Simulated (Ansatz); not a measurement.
# BeNi: how the settings move a relaxation

How sensitive is a relaxation of BeNi to its settings? A reference run comes first, then one run with altered input.

Computed with Ansatz 0.2.0 (reference: DFT, PBEsol, PAW with Ansatz's default frozen-core files, scalar-relativistic; relaxation of cell and atoms, unless a step's input says otherwise).

## Step 1: The system as given

The structure is cubic, space group Pm-3m (No. 221). The conventional cell has a = 2.587 Å, b = 2.587 Å, c = 2.587 Å, α = 90.00°, β = 90.00°, γ = 90.00°. Around Be (site symmetry m-3m) lie 8 Ni at 2.24 Å. Ni (site symmetry m-3m) is surrounded by 8 Be at 2.24 Å.

Coordinates:

```cif
data_structure
_symmetry_space_group_name_H-M 'Pm-3m'
_symmetry_Int_Tables_number 221
_cell_length_a 2.5870
_cell_length_b 2.5870
_cell_length_c 2.5870
_cell_angle_alpha 90.000
_cell_angle_beta 90.000
_cell_angle_gamma 90.000
_cell_volume 17.31
loop_
_atom_site_label
_atom_site_type_symbol
_atom_site_symmetry_multiplicity
_atom_site_Wyckoff_symbol
_atom_site_fract_x
_atom_site_fract_y
_atom_site_fract_z
_atom_site_occupancy
Be1 Be 1 a 0.00000 0.00000 0.00000 1
Ni1 Ni 1 b 0.50000 0.50000 0.50000 1
```

## Step 2: Baseline

File input.yaml:

```yaml
crystal:
  lattice:
    - [2.58699959, 0.0, 0.0]
    - [0.0, 2.58699959, 0.0]
    - [0.0, 0.0, 2.58699959]
  atoms:
    - { symbol: Be, position: [0.0, 0.0, 0.0] }
    - { symbol: Ni, position: [0.5, 0.5, 0.5] }
kpoints:
  mp_grid: { grid: [16, 16, 16] }
scf:
  occupations: { method: fermi_dirac, width: 0.05 }
hamiltonian:
  xc: pbesol
  pseudopotentials: { kind: paw }
relax:
  f_tol: 0.002
  max_steps: 80
  cell: {}
output:
  forces: true
  stress: true
```

Command:

```sh
$ ansatz run input.yaml --threads 1 --pin off --max-ram 3072MiB --backend cpu --events-out ev --progress --plain --runs-dir out
```

## Step 3: Changing settings: scf.algorithm direct_min

input.yaml, as its differences from that of step 2:

```diff
@@ -12,2 +12,3 @@
   occupations: { method: fermi_dirac, width: 0.05 }
+  algorithm: direct_min
 hamiltonian:
@@ -22 +23,5 @@
   stress: true
+  write_density: true
+  write_potential: true
+  elf: true
+  volumetric_format: npy
```

What does the calculation give? Wanted: for each run, ending; energy change; pressure; gap; force.

The runs gave:

| run | ending | energy change | pressure (GPa) | gap (eV) | force (eV/Å) | cycles | time |
| --- | --- | --- | --- | --- | --- | --- | --- |
| reference | converged | 0 | 0.0 | 0.00 | 0.00 | 27 | 10 s |
| 1: scf.algorithm direct_min | converged | 0.0 meV/atom | 0.0 | 0.00 | 0.00 | 14 | 19 s |

Times don't compare one to one where runs were asked for different outputs or read a saved state (see the inputs); cycles may leave out searches for a lower state.

**Reading.** The changed solver doesn't alter the result here (within 0.5 meV/atom).

No run allows spin polarisation, though the cell holds Ni.
